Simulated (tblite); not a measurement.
# Ge2H7OSSi: the cost of one run

Computed with tblite 0.8.0 and PySCF 2.14.0; each step states its level. No surroundings beyond the atoms listed, unless a continuum is named. Atoms count from 0, parts from 1.

## 1. The system as given

12 atoms, charge 0, multiplicity 2; geometry: distance geometry start.

## 2. Relaxing the cluster with GFN2-xTB

The job: settings as JSON, then the geometry in Å.

```
{"job": {"kind": "relax", "xc": "GFN2-xTB", "basis": "xTB"}, "charge": 0, "multiplicity": 2}
Ge    -0.693430    -1.655335     2.203043
O     -0.261072     0.029904     2.898765
Ge    -0.191835     1.591997     1.901192
S      0.077394    -2.065086     0.121373
Si    -0.132952    -0.764836    -1.561380
H     -2.068398    -2.171483     2.520317
H     -1.405641     1.675803     0.987357
H      1.051036     1.595139     1.072310
H     -0.175461     2.795068     2.823249
H     -0.197242     0.593118    -1.109835
H     -1.352595    -1.059453    -2.254635
H      0.951827    -0.938701    -2.451722
```

Method: GFN2-xTB geometry optimisation, gas phase.

Started as:

```console
> OMP_NUM_THREADS=1 python cluster_run.py task.json out
```

This one command runs all jobs of the session in turn.

**Question.** How long does this first job take on 1 thread of Arm Neoverse V1, shared host?

About 4.2 s.
